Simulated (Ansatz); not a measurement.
# Ga2GeSe3: the cost of one run

Computed with Ansatz 0.2.0 (DFT PBE, scalar-relativistic, plane waves, PAW, unless a step's input says otherwise).

## 1. The starting structure

The structure is tetragonal, space group P-4m2 (No. 115). The conventional cell has a = 3.898 Å, b = 3.898 Å, c = 8.470 Å, α = 90.00°, β = 90.00°, γ = 90.00°. Ga (site symmetry 2mm) has 7 Se at 2.92 to 3.07 Å and 2 Ge at 2.96 Å as nearest neighbours. Ge (site symmetry -4m2) has 4 Se at 2.76 Å and 4 Ga at 2.96 Å as nearest neighbours. Around Se (site symmetry 2mm) lie 5 Ga at 2.92 to 3.07 Å. Se (site symmetry -4m2) is surrounded by 4 Ge at 2.76 Å and 4 Ga at 2.96 Å.

Structure file:

```
CELL_PARAMETERS angstrom
3.89804 0.00000 0.00000
0.00000 3.89804 0.00000
0.00000 0.00000 8.46967
ATOMIC_POSITIONS crystal
Ga 0.50000 0.00000 0.26261
Ga 0.00000 0.50000 0.73739
Ge 0.00000 0.00000 0.00000
Se 0.50000 0.00000 0.62505
Se 0.00000 0.50000 0.37495
Se 0.50000 0.50000 0.00000
```

Recipe of the guess: species swapped into a database cell of Ti2CuSb3 (P-4m2, No. 115), with Ga on the Ti sites, Ge on the Cu sites and Se on the Sb sites. Its size is a rough estimate.

## 2. A first look at the guess

Contents of input.yaml:

```yaml
crystal:
  lattice:
    - [3.89803859, 0.0, 0.0]
    - [0.0, 3.89803859, 0.0]
    - [0.0, 0.0, 8.46967262]
  atoms:
    - { symbol: Ga, position: [0.5, 0.0, 0.26260599] }
    - { symbol: Ga, position: [0.0, 0.5, 0.73739401] }
    - { symbol: Ge, position: [0.0, 0.0, 0.0] }
    - { symbol: Se, position: [0.5, 0.0, 0.62505198] }
    - { symbol: Se, position: [0.0, 0.5, 0.37494802] }
    - { symbol: Se, position: [0.5, 0.5, 0.0] }
basis:
  ecutwfc: 420
kpoints:
  mp_grid: { grid: [4, 4, 2] }
hamiltonian:
  xc: pbe
scf:
  occupations: { method: gaussian, width: 0.1 }
  lower_state_search: "off"
output:
  forces: true
  stress: true
  eigenvalues: true
```

Started as:

```console
$ ansatz run input.yaml --threads 1 --pin off --max-ram 2560MiB --backend cpu --events-out ev --progress --plain --runs-dir out
```

Q: Estimate wall time and peak memory on 1 thread of Intel Xeon at 2.50GHz (Skylake/Cascade Lake), shared host.

About 11 s, with a peak of 0.41 GiB.
